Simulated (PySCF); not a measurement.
**WCl2: structure of the quintet**

The task is one start of a wider search on WCl2: the quintet, from a linear start. It is relaxed, tested by its Hessian and followed downhill if it is a saddle.

The runs use PySCF 2.14.0; B3LYP, basis W def2-TZVP with ECP60, Cl def2-TZVP, scalar-relativistic core potentials, no spin–orbit coupling, density fitting.

### 1 The starting structure

3 atoms, charge 0, spin multiplicity 5.

Bond lengths: W1–Cl2 2.360 Å, W1–Cl3 2.360 Å. Angles: Cl2–W1–Cl3 180.0°.

Z-matrix (Å, degrees; charge 0 multiplicity 5):
```
W
Cl 1 2.3600
Cl 1 2.3600 2 180.00
```

### 2 Finding the electronic state

One driver script runs all steps and calls PySCF; scf.py shows how it sets up the SCF of each step. The optimiser is the driver's own. After this first run the driver tries any further starts and a stability analysis.

The input, scf.py:

```python
from pyscf import gto, scf, dft
mol = gto.M(atom='''
W      0.000000     0.000000     0.000000
Cl     0.000000     0.000000     2.360000
Cl     0.000000     0.000000    -2.360000''',
    basis={'W': 'def2-TZVP', 'Cl': 'def2-TZVP'},
    ecp={'W': 'def2-TZVP'},
    charge=0, spin=4)
mf = dft.UKS(mol, xc='B3LYP')
mf.grids.atom_grid = (50, 194)
aux = {'W': 'def2-universal-JKFIT', 'Cl': 'def2-universal-JKFIT'}
mf = mf.density_fit(auxbasis=aux)
mf.conv_tol = 1e-08
mf.diis_space = 10
mf.max_cycle = 60
mf.init_guess = 'minao'
mf.verbose = 4
mf.kernel()
```

The run is started by

```console
> OMP_NUM_THREADS=4 python axn.py task.json out
```

Standard output:

```text
init E= -968.833775028683
[... the frontier-level lines of each cycle are left out ...]
cycle= 1 E= -987.50274196115  delta_E= -18.7  |g|= 0.413  |ddm|=  4.8
cycle= 2 E= -987.075799637997  delta_E= 0.427  |g|= 0.977  |ddm|= 1.13
cycle= 3 E= -987.584130133688  delta_E= -0.508  |g|= 0.11  |ddm|= 0.806
cycle= 4 E= -987.590317035845  delta_E= -0.00619  |g|= 0.0476  |ddm|= 0.161
cycle= 5 E= -987.591599126144  delta_E= -0.00128  |g|= 0.00238  |ddm|= 0.0377
cycle= 6 E= -987.591609816673  delta_E= -1.07e-05  |g|= 0.000769  |ddm|= 0.0053
cycle= 7 E= -987.591611398625  delta_E= -1.58e-06  |g|= 0.00023  |ddm|= 0.00232
cycle= 8 E= -987.591611505232  delta_E= -1.07e-07  |g|= 0.000128  |ddm|= 0.000643
cycle= 9 E= -987.591611518245  delta_E= -1.3e-08  |g|= 2.67e-05  |ddm|= 0.000186
cycle= 10 E= -987.591611519052  delta_E= -8.07e-10  |g|= 6.47e-06  |ddm|= 5.81e-05
Extra cycle  E= -987.591611518987  delta_E= 6.5e-11  |g|= 1.29e-05  |ddm|= 2.03e-05
converged SCF energy = -987.591611518987  <S^2> = 6.0167075  2S+1 = 5.0066785
```

This step, with its further starts and checks, needed 17 s of wall time on 4 threads of Arm Neoverse N1, shared host.

The starts that the driver tried:

| start | energy (Eh) |
| --- | --- |
| the minimal-basis guess | -987.591612 |
| a thermally smeared density | -987.591611 |
| a smeared PBE density | -987.591611 |

No lower solution of this spin turned up from the other starts or in the test of internal stability.

### 3 Relaxing the quintet from the linear start

The program finds D∞h symmetry in the start, which this walk keeps. The walk stops when the largest gradient is under 0.0003 Eh/bohr and the energy has settled too.

Edit scf.py of step 2 so:

```diff
@@ -16 +15,0 @@
-mf.init_guess = 'minao'
```

Steps of the walk:

| step | energy (Eh) | change (kJ/mol) | largest symmetric gradient (Eh/bohr) |
| --- | --- | --- | --- |
| 0 | -987.591612 | 0.00 | 0.01758 |
| 1 | -987.593541 | -5.07 | 0.00460 |
| 2 | -987.593663 | -5.39 | 0.00065 |
| 3 | -987.593665 | -5.39 | 0.00002 |

The walk took 11 s.

Positions (Å) and forces (eV/Å) along the way:

```
step 0
W    0.000   0.000   0.000   0.000   0.000   0.000
Cl   0.000   0.000   2.360   0.000   0.000  -0.904
Cl   0.000   0.000  -2.360   0.000   0.000   0.904
step 1
W    0.000   0.000   0.000   0.000   0.000   0.000
Cl   0.000   0.000   2.315   0.000   0.000  -0.236
Cl   0.000   0.000  -2.315   0.000   0.000   0.236
step 2
W    0.000   0.000   0.000   0.000   0.000   0.000
Cl   0.000   0.000   2.299   0.000   0.000   0.034
Cl   0.000   0.000  -2.299   0.000   0.000  -0.034
step 3
W    0.000   0.000   0.000   0.000   0.000   0.000
Cl   0.000   0.000   2.301   0.000   0.000  -0.001
Cl   0.000   0.000  -2.301   0.000   0.000   0.001
```

End point (D∞h, 3 steps, 5.4 kJ/mol gained): W–Cl 2.301 Å (×2); Cl–W–Cl 180.0°.

### 4 Hessian and properties

On the finer grid the gradient is checked again; gradients at displacements of ±0.02 bohr then give force constants and infrared intensities.

Edit scf.py of step 3 so:

```diff
@@ -3,3 +3,3 @@
-W      0.000000     0.000000     0.000000
-Cl     0.000000     0.000000     2.360000
-Cl     0.000000     0.000000    -2.360000''',
+W     -0.000000     0.000000     0.000000
+Cl    -0.000000    -0.000000     2.301125
+Cl     0.000000     0.000000    -2.301125''',
@@ -10 +10 @@
-mf.grids.atom_grid = (50, 194)
+mf.grids.atom_grid = (75, 302)
@@ -13 +13 @@
-mf.conv_tol = 1e-08
+mf.conv_tol = 1e-10
```

The driver hands on the density of the step before, so the log starts near convergence.

SCF at the final geometry:

```text
init E= -987.593644904717
[... the frontier-level lines of each cycle are left out ...]
cycle= 1 E= -987.593644904718  delta_E= -4.55e-13  |g|= 6.11e-07  |ddm|= 1.26e-06
Extra cycle  E= -987.593644904719  delta_E= -1.36e-12  |g|= 6.1e-07  |ddm|= 1.24e-06
converged SCF energy = -987.593644904719  <S^2> = 6.0150424  2S+1 = 5.0060134
```

The whole step took 36 s.

Geometry: D∞h; W–Cl 2.301 Å (×2); Cl–W–Cl 180.0°.

Modes, for the most abundant isotopes:

| ω (cm⁻¹) | IR (km/mol) | type |
| --- | --- | --- |
| 50i | 4.1 | bend |
| 79 | 1.8 | bend |
| 368 | 0.0 | stretch |
| 382 | 135 | stretch |

With 1 mode imaginary (up to 50i cm⁻¹) this point is a saddle.

The SCF density has lower symmetry than the nuclear frame, so the modes carry no labels; pairs that should be degenerate can split.

Constants and moments:

| Quantity | Value |
| --- | --- |
| Dipole moment | 0.00 D |
| Highest occupied level | -5.82 eV |
| Lowest empty level | -3.89 eV |
| Rotational constants | 0.04552 cm⁻¹ |
| Zero-point energy (real modes) | 5.0 kJ/mol |
| Principal polarisabilities | 50.8, 51.7, 97.6 bohr³ |
| Atomisation energy without zero-point energy | 824 kJ/mol |
| Principal traceless quadrupole moments about the centre of mass | -10.10, 3.86, 6.24 D Å |
| Spin squared ⟨S²⟩ | 6.015 |

Populations by atom (charges in e):

| atom | Mulliken | Löwdin | polar tensor | spin (Mulliken) | Mayer order to W1 |
| --- | --- | --- | --- | --- | --- |
| W1 | 0.71 | 0.02 | 1.14 | 4.01 | – |
| Cl2,3 | -0.35 | -0.01 | -0.57 | 0.00 | 1.11 |

Mulliken populations on W1 (outside its core potential): s 2.76, p 6.25, d 4.25, f 0.04.

### 5 Downhill along the imaginary mode

The atoms are moved a little along the softest imaginary mode and relaxed again.

The program finds C2v symmetry in the start, which this walk keeps.

Edit scf.py of step 4 so:

```diff
@@ -3,3 +3,3 @@
-W     -0.000000     0.000000     0.000000
-Cl    -0.000000    -0.000000     2.301125
-Cl     0.000000     0.000000    -2.301125''',
+W      0.087577     0.036941     0.000000
+Cl    -0.230346    -0.097162     2.301125
+Cl    -0.230346    -0.097162    -2.301125''',
@@ -10 +10 @@
-mf.grids.atom_grid = (75, 302)
+mf.grids.atom_grid = (50, 194)
@@ -13 +13 @@
-mf.conv_tol = 1e-10
+mf.conv_tol = 1e-08
```

The optimiser's trace:

| step | energy (Eh) | change (kJ/mol) | largest symmetric gradient (Eh/bohr) |
| --- | --- | --- | --- |
| 0 | -987.594024 | 0.00 | 0.00934 |
| 1 | -987.594601 | -1.52 | 0.00246 |
| 2 | -987.594783 | -1.99 | 0.00241 |
| 3 | -987.595124 | -2.89 | 0.00327 |
| 4 | -987.595129 | -2.90 | 0.00744 |
| 5 | -987.595674 | -4.33 | 0.00206 |
| 6 | -987.595761 | -4.56 | 0.00080 |
| 7 | -987.595774 | -4.59 | 0.00063 |
| 8 | -987.595777 | -4.60 | 0.00022 |
| 9 | -987.595778 | -4.60 | 0.00016 |

The walk took 31 s.

Positions (Å) and forces (eV/Å) along the way:

```
step 0
W    0.088   0.037   0.000  -0.049  -0.005   0.000
Cl  -0.230  -0.097   2.301   0.025   0.002  -0.480
Cl  -0.230  -0.097  -2.301   0.025   0.002   0.480
step 1
W    0.097   0.041   0.000   0.061   0.042   0.000
Cl  -0.235  -0.099   2.276  -0.031  -0.021  -0.126
Cl  -0.235  -0.099  -2.276  -0.031  -0.021   0.126
step 5
W    0.275   0.116   0.000   0.108   0.040   0.000
Cl  -0.324  -0.137   2.189  -0.054  -0.020   0.093
Cl  -0.324  -0.137  -2.189  -0.054  -0.020  -0.093
step 9
W    0.325   0.137   0.000  -0.001  -0.009   0.000
Cl  -0.349  -0.147   2.168   0.000   0.004  -0.009
Cl  -0.349  -0.147  -2.168   0.000   0.004   0.009
```

End point (C2v, 9 steps, 4.6 kJ/mol gained): W–Cl 2.288 Å (×2); Cl–W–Cl 142.7°.

### 6 Hessian and properties

As before: finer grid, then central differences.

Edit scf.py of step 5 so:

```diff
@@ -3,3 +3,3 @@
-W      0.087577     0.036941     0.000000
-Cl    -0.230346    -0.097162     2.301125
-Cl    -0.230346    -0.097162    -2.301125''',
+W      0.194048     0.081852    -0.000000
+Cl    -0.492953    -0.207933     2.162214
+Cl    -0.492953    -0.207933    -2.162214''',
@@ -10 +10 @@
-mf.grids.atom_grid = (50, 194)
+mf.grids.atom_grid = (75, 302)
@@ -13 +13 @@
-mf.conv_tol = 1e-08
+mf.conv_tol = 1e-10
```

Log of the central SCF (cycles and frontier levels):

```text
init E= -987.595843840327
[... the frontier-level lines of each cycle are left out ...]
cycle= 1 E= -987.595843840326  delta_E= 1.14e-12  |g|= 6.08e-07  |ddm|= 9.42e-07
Extra cycle  E= -987.595843840328  delta_E= -1.59e-12  |g|= 6.49e-07  |ddm|= 9.32e-07
converged SCF energy = -987.595843840328  <S^2> = 6.0118955  2S+1 = 5.0047559
```

The whole step needed 58 s of wall time on 4 threads of Arm Neoverse N1, shared host.

Geometry: C2v; W–Cl 2.287 Å (×2); Cl–W–Cl 141.9°.

Modes, for the most abundant isotopes:

```tsv
symmetry	ω (cm⁻¹)	IR (km/mol)	μ (u)	type
a1	60	2.2	42.98	bend
a1	377	7.6	36.30	stretch
b2	386	104	44.01	stretch
```

All wavenumbers are real: a minimum.

Properties at this point:

| Quantity | Value |
| --- | --- |
| Dipole moment | 1.54 D |
| Highest occupied level | -5.85 eV |
| Lowest empty level | -3.54 eV |
| Rotational constants | 0.5984, 0.05156, 0.04747 cm⁻¹ |
| Zero-point energy | 4.9 kJ/mol |
| Principal polarisabilities | 54.0, 57.1, 90.5 bohr³ |
| Atomisation energy without zero-point energy | 830 kJ/mol |
| Principal traceless quadrupole moments about the centre of mass | -7.61, 3.10, 4.51 D Å |
| Entropy at 298.15 K and 1 bar (electronic part: spin only) | 323.8 J/(mol K) |
| Heat capacity Cp at 298.15 K | 54.2 J/(mol K) |
| Enthalpy at 298.15 K above 0 K | 13.78 kJ/mol |
| Rotational symmetry number | 2 |
| Spin squared ⟨S²⟩ | 6.012 |

Populations by atom (charges in e):

| atom | Mulliken | Löwdin | polar tensor | spin (Mulliken) | Mayer order to W1 |
| --- | --- | --- | --- | --- | --- |
| W1 | 0.68 | -0.03 | 1.09 | 3.96 | – |
| Cl2,3 | -0.34 | 0.01 | -0.54 | 0.02 | 1.14 |

Outer orbital energies (eV). α occupied: -10.08, -9.58, -9.47, -9.40, -7.06, -6.84, -6.82, -5.85; empty: -3.54, -1.36, -0.64, 0.76. β occupied: -22.29, -21.96, -11.21, -10.16, -9.47, -9.43, -9.37, -9.16; empty: -3.46, -2.45, -2.22, -2.21.

Mulliken populations on W1 (outside its core potential): s 2.75, p 6.25, d 4.29, f 0.04.

### 7 The points found, side by side

| spin | group | bonds | imaginary modes (cm⁻¹) | ΔE (kJ/mol) | with zero-point energy |
| --- | --- | --- | --- | --- | --- |
| quintet | C2v | W–Cl 2.287 Å (×2) | none | 0.0 | 0.0 |
| quintet | D∞h (density of lower symmetry) | W–Cl 2.301 Å (×2) | 50i | 5.8 | – |

### 8 Outcome

```
                                          quantity                              value
                                           minimum                       quintet, C2v
                                          geometry  W–Cl 2.287 Å (×2); Cl–W–Cl 141.9°
                                wavenumbers (cm⁻¹)        60 (a1), 377 (a1), 386 (b2)
                                     dipole moment                             1.54 D
highest occupied, lowest empty level (either spin)                    -5.85, -3.54 eV
                         polar-tensor charge of W1                            +1.09 e
                                 zero-point energy                         4.9 kJ/mol
                               entropy at 298.15 K                    323.8 J/(mol K)
         atomisation energy (no zero-point energy)                         830 kJ/mol
                                              ⟨S²⟩                              6.012
```

What this shows: The linear start (D∞h) ends in a minimum of C2v symmetry, after a stop at a saddle point 5.8 kJ/mol higher, from which it was pushed off along an imaginary mode. In the infrared the band at 386 cm⁻¹ (b2, stretch) leads. Most of the spin sits on W1 (Mulliken spin 3.96, against 4 for the whole molecule). Other starts or spin states, not run here, may lie lower. Open d and f shells are described by one determinant, and the ground state may have another occupation or spin. With an element this heavy the missing spin–orbit coupling can shift these numbers.

The search up to here took 2.6 min.
